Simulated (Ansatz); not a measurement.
# AlN (P6_3mc): equation of state with a fit

Aim: an equation of state with a fit, for AlN (P6_3mc), run from a script.

The COD entry's cell or inner coordinates are ideal or old and differ from later refinements, so a difference from it is no clean test against experiment.

Program: Ansatz 0.2.0 through its Python package. Level of theory: DFT LDA, plane waves, PAW. These are calculated values, not measurements.

### 1 The system

Symmetry: P6_3mc, No. 186, hexagonal system. Conventional cell: a = 3.113 Å, b = 3.113 Å, c = 4.981 Å, α = 90.00°, β = 90.00°, γ = 120.00°. Al (site symmetry 3m) has 4 N at 1.89 Å as nearest neighbours. Around N (site symmetry 3m) lie 4 Al at 1.89 Å.

No structure file is read: the coordinates are typed or built in the script.

### 2 Script

Input file eos_aln.py:

```python
"""Equation of state of AlN."""

import ansatz
from ase.eos import EquationOfState
from ase.units import GPa
import numpy as np

vectors0 = np.array([
    [3.113, 0.0, 0.0],
    [-1.5565, 2.695937, 0.0],
    [0.0, 0.0, 4.981],
])
sites = [
    ("Al", (1 / 3, 2 / 3, 0.0)),
    ("Al", (2 / 3, 1 / 3, 0.5)),
    ("N", (1 / 3, 2 / 3, 0.38)),
    ("N", (2 / 3, 1 / 3, 0.88)),
]


def make_crystal(cell):
    crystal = ansatz.Crystal(lattice=ansatz.Lattice.of(cell))
    for symbol, position in sites:
        crystal = crystal.atom(symbol, position)
    return crystal

# scale the volume, keep shape and fractions
volumes, energies = [], []
for scale in np.linspace(0.88, 1.12, 7):
    cell = vectors0 * scale ** (1 / 3)
    calc = (
        make_crystal(cell).calculation()
        .functional("LDA")
        .basis(24 * ansatz.Ha)
        .accuracy("medium")
        .occupations("fixed")
        .scf(max_iterations=200, extra_bands=12)
        .kpoints(7, 7, 4)
    )
    rep = calc.run(threads=1, pin="off").report
    volumes.append(abs(np.linalg.det(cell)) / len(sites))
    energies.append(rep["free_energy_ev"] / len(sites))
    print(f"V = {volumes[-1]:8.4f} A^3/atom  F = {energies[-1]:.5f} eV/atom")

eos = EquationOfState(volumes, energies, eos="murnaghan")
v0, e0, bulk = eos.fit()
print(f"V0 = {v0:.4f} A^3/atom, E0 = {e0:.5f} eV/atom, B = {bulk / GPa:.1f} GPa")
```

### 3 What the engine is handed

The package turns the script's settings into the engine's input (first run):

```yaml
crystal:
  lattice:
    - [2.9831380030072894, 0.0, 0.0]
    - [-1.4915690015036447, 2.583473215038054, 0.0]
    - [0.0, 0.0, 4.7732124616059455]
  atoms:
    - { symbol: Al, position: [0.3333333333333333, 0.6666666666666666, 0.0] }
    - { symbol: Al, position: [0.6666666666666666, 0.3333333333333333, 0.5] }
    - { symbol: "N", position: [0.3333333333333333, 0.6666666666666666, 0.38] }
    - { symbol: "N", position: [0.6666666666666666, 0.3333333333333333, 0.88] }
accuracy: medium
basis:
  ecutwfc: 653.073269903712
kpoints:
  mp_grid:
    grid: [7, 7, 4]
hamiltonian:
  xc: lda
scf:
  max_iter: 200
  n_extra_bands: 12
  occupations:
    method: fixed
```

### 4 The run

Started as:

```
$ python eos_aln.py
```

The program printed:

```text
V =   9.1966 A^3/atom  F = -444.85301 eV/atom
V =   9.6146 A^3/atom  F = -444.90643 eV/atom
V =  10.0327 A^3/atom  F = -444.92973 eV/atom
V =  10.4507 A^3/atom  F = -444.92837 eV/atom
V =  10.8687 A^3/atom  F = -444.90680 eV/atom
V =  11.2868 A^3/atom  F = -444.86869 eV/atom
V =  11.7048 A^3/atom  F = -444.81705 eV/atom
V0 = 10.2119 A^3/atom, E0 = -444.93182 eV/atom, B = 210.0 GPa
```

Wall time 17 s (1 thread of Arm Neoverse V1, shared host); peak memory 0.39 GiB.

### 5 Inputs of later runs

The engine's inputs for some of the other runs:

Run 2, against run 1:

```diff
@@ -3,3 +3,3 @@
-    - [2.9831380030072894, 0.0, 0.0]
-    - [-1.4915690015036447, 2.583473215038054, 0.0]
-    - [0.0, 0.0, 4.7732124616059455]
+    - [3.0276690160192987, 0.0, 0.0]
+    - [-1.5138345080096494, 2.6220382023899838, 0.0]
+    - [0.0, 0.0, 4.8444649433961215]
```

Run 5, against run 1:

```diff
@@ -3,3 +3,3 @@
-    - [2.9831380030072894, 0.0, 0.0]
-    - [-1.4915690015036447, 2.583473215038054, 0.0]
-    - [0.0, 0.0, 4.7732124616059455]
+    - [3.153965224092212, 0.0, 0.0]
+    - [-1.576982612046106, 2.7314139236567567, 0.0]
+    - [0.0, 0.0, 5.046546990428302]
```

Run 7, against run 1:

```diff
@@ -3,3 +3,3 @@
-    - [2.9831380030072894, 0.0, 0.0]
-    - [-1.4915690015036447, 2.583473215038054, 0.0]
-    - [0.0, 0.0, 4.7732124616059455]
+    - [3.232846827812497, 0.0, 0.0]
+    - [-1.6164234139062486, 2.799727394292432, 0.0]
+    - [0.0, 0.0, 5.172762624264069]
```

### 6 The engine's runs

The 7 runs, in the order started:

```
run  volume (Å³/atom)  energy from run 3 (meV/atom)  gap on the mesh (eV)  SCF cycles  CPU time (s)
  1             9.197                         76.72                  5.23           6             2
  2             9.615                         23.30                  5.00           6           2.1
  3            10.033                          0.00                  4.61           6           2.2
  4            10.451                          1.36                  4.24           6           2.3
  5            10.869                         22.93                  3.90           6           2.4
  6            11.287                         61.04                  3.58           6           2.4
  7            11.705                        112.68                  3.28           6           2.5
```

### 7 Summary of results

```
                      quantity            value
                 runs compared                7
               range of energy  112.68 meV/atom
lowest point, volume (Å³/atom)           10.033
      equilibrium volume (fit)    10.21 Å³/atom
            bulk modulus (fit)          211 GPa
```

A third-order Birch-Murnaghan fit through the 7 points has its minimum at 10.21 Å³ an atom, 2.3 % below the typed cell, with a bulk modulus of 211 GPa and dB/dP = 3.9. From that minimum the energy rises by 78.9 meV an atom on the compressed side and 114.8 meV on the expanded side. Caveats:
- Shape and fractional positions are held along the curve, so the bulk modulus is an upper value where they are free to relax.
- Of the deposited cell: the entry's cell lengths or inner coordinates differ somewhat from later room-temperature determinations.
